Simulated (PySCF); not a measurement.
# CH3Cl3Si: the cost of one run

Method: levels as typed in each script, gas phase, geometry from GFN2-xTB; program: PySCF 2.14.0.

## Step 1: Where the work starts

SMILES `C[Si](Cl)(Cl)Cl`, 8 atoms, charge 0, spin multiplicity 1.

Bond lengths: C1–Si2 1.900 Å, C1–H6 1.086 Å, C1–H7 1.087 Å, C1–H8 1.086 Å, Si2–Cl3 2.023 Å, Si2–Cl4 2.022 Å, Si2–Cl5 2.023 Å. Angles: Si2–C1–H6 111.3°, Si2–C1–H7 111.2°, Si2–C1–H8 111.3°, H6–C1–H7 107.6°, H6–C1–H8 107.7°, H7–C1–H8 107.6°, C1–Si2–Cl3 110.0°, C1–Si2–Cl4 110.1°, C1–Si2–Cl5 110.0°, Cl3–Si2–Cl4 108.9°, Cl3–Si2–Cl5 108.9°, Cl4–Si2–Cl5 108.9°.

Coordinates:

```xyz
8

C    -0.0013    0.0000   -2.1300
Si    0.0000    0.0002   -0.2305
Cl    0.5718   -1.8123    0.4621
Cl    1.2838    1.4011    0.4620
Cl   -1.8551    0.4110    0.4628
H    -0.3209    0.9606   -2.5238
H     0.9913   -0.2029   -2.5241
H    -0.6724   -0.7576   -2.5237
```

## Step 2: Excited states (PBE/cc-pvdz)

Contents of input.py:

```python
import numpy as np
from pyscf import gto, scf, dft, tdscf
from pyscf.scf import atom_ks, atom_hf
from scipy.linalg import block_diag

def solve(mol, dm0=None, hcore=None):
    mf = (dft.UKS if mol.spin else dft.RKS)(mol, xc='pbe')
    mf.grids.level = 3
    mf = mf.density_fit(auxbasis='def2-universal-jkfit')
    mf.conv_tol, mf.max_cycle = 1e-8, 80
    if hcore is not None:
        mf.get_hcore = lambda *args: hcore
    mf.kernel(dm0)
    if not mf.converged:
        mf = mf.newton().run(mf.mo_coeff, mf.mo_occ, max_cycle=30)
    assert mf.converged, 'SCF not converged'
    return mf

mol = gto.M(atom='''
C     -0.00130     0.00002    -2.12999
Si     0.00004     0.00017    -0.23046
Cl     0.57182    -1.81234     0.46211
Cl     1.28385     1.40115     0.46200
Cl    -1.85513     0.41104     0.46283
H     -0.32087     0.96057    -2.52375
H      0.99134    -0.20293    -2.52414
H     -0.67238    -0.75758    -2.52370
''', basis='cc-pvdz', charge=0, spin=0, verbose=4)
mf = solve(mol)
td = mf.TDA()
td.nstates, td.singlet, td.conv_tol = 5, True, 1e-5
td.kernel()
td.analyze()
x, y = np.array([p[0] for p in td.xy]), np.array([p[1] + 0 * p[0] for p in td.xy])
f, mu = td.oscillator_strength(), td.transition_dipole()
nto = [td.get_nto(state=i + 1, verbose=4) for i in range(len(td.e))]
# spherically averaged free atoms, for the promolecule
atm = atom_ks.get_atm_nrks(mol, xc='pbe')
pro = block_diag(*[(atm[a[0]][2] * atm[a[0]][3]) @ atm[a[0]][2].T for a in mol._atom])
np.savez('result.npz', e=td.e, f=f, ok=td.converged, w=[n[0] for n in nto], nto=[n[1] for n in nto], x=x, y=y, c=mf.mo_coeff, occ=mf.mo_occ, eps=mf.mo_energy, pro=pro, mu=mu)
```

Launch:

```console
OMP_NUM_THREADS=1 python input.py
```

What time and memory should one allow on 1 thread of Intel Xeon Platinum 8259CL at 2.50GHz (Skylake/Cascade Lake), shared host?

About 88 s, with a peak of 0.54 GiB.
